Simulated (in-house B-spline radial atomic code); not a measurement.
# Kr²¹⁺: ionisation energy by several methods

Wanted: one ionisation energy, Kr²¹⁺ to configuration [Ne] 3s2 3p2, up the ladder of functionals.

Method: Dirac-Coulomb, several functionals; spherical all-electron atom at the radial basis limit. Code: in-house B-spline radial atomic code version 1.

### 1 The atom as given

* element: krypton (Z = 36)
* charge: +21
* electrons: 15
* configuration: [Ne] 3s2 3p3
* nucleus: Fermi, rms radius 4.188 fm

Outer shells as boxes (Hund's rule):

[Ne] 3s2 3p3
```
[Ne] core
3s [↑↓]
3p [↑ ][↑ ][↑ ]
```

The boxes only draw the filling; these runs are spin-restricted and spherical.

### 2 PBE, a GGA

The run's settings:

```ini
Z = 36
electrons = 15.0
configuration = [Ne] 3s2 3p3
hamiltonian = dirac
method = pbe,pbe
spin_polarised = False
nucleus = fermi
rms_radius = 4.1884
mass_number = 84
atomic_mass = 83.91149772708
speed_of_light = 137.035999084
```

### 3 RPBE, a GGA

Settings: those of step 2 with these lines changed.

```diff
@@ -4,3 +4,3 @@
 hamiltonian = dirac
-method = pbe,pbe
+method = rpbe,pbe
 spin_polarised = False
```

### 4 LDA (PW92)

Settings: those of step 3 with these lines changed.

```diff
@@ -4,3 +4,3 @@
 hamiltonian = dirac
-method = rpbe,pbe
+method = lda,pw
 spin_polarised = False
```

Q: The tabulated ionisation energy is 945 ± 3 eV (semi-empirical; NIST Atomic Spectra Database). What does each method give, and which comes nearest?

As calculated:

| method | rung | total energy (hartree) | ΔSCF (eV) | with Breit, QED, recoil (eV) | −ε highest (eV) | corrected ΔSCF less tabulated (eV) |
| --- | --- | --- | --- | --- | --- | --- |
| LDA (PW92) | LDA | -2519.0496 | 939.79 | 939.32 | 910.37 (3p3/2) | -5.68 |
| PBE | GGA | -2522.6367 | 939.86 | 939.39 | 910.55 (3p3/2) | -5.61 |
| RPBE | GGA | -2522.9497 | 939.79 | 939.32 | 910.53 (3p3/2) | -5.68 |

Against the tabulated ionisation energy, 945 ± 3 eV (semi-empirical; NIST Atomic Spectra Database), the best here is PBE (-5.61 eV) and the worst RPBE (-5.68 eV, or 0.60 %). All methods miss on the same side by much the same amount, which points to something that they share. Open shells are averaged (over orientations, and over spins where the run is restricted), while tables refer to the lowest levels. For the semilocal functionals minus the highest level recovers only 97 % of their own ΔSCF value, a mark of self-interaction.

Members of this set that are not shown: 1 used exact exchange with fractional occupations of an open shell, which is unsound here.
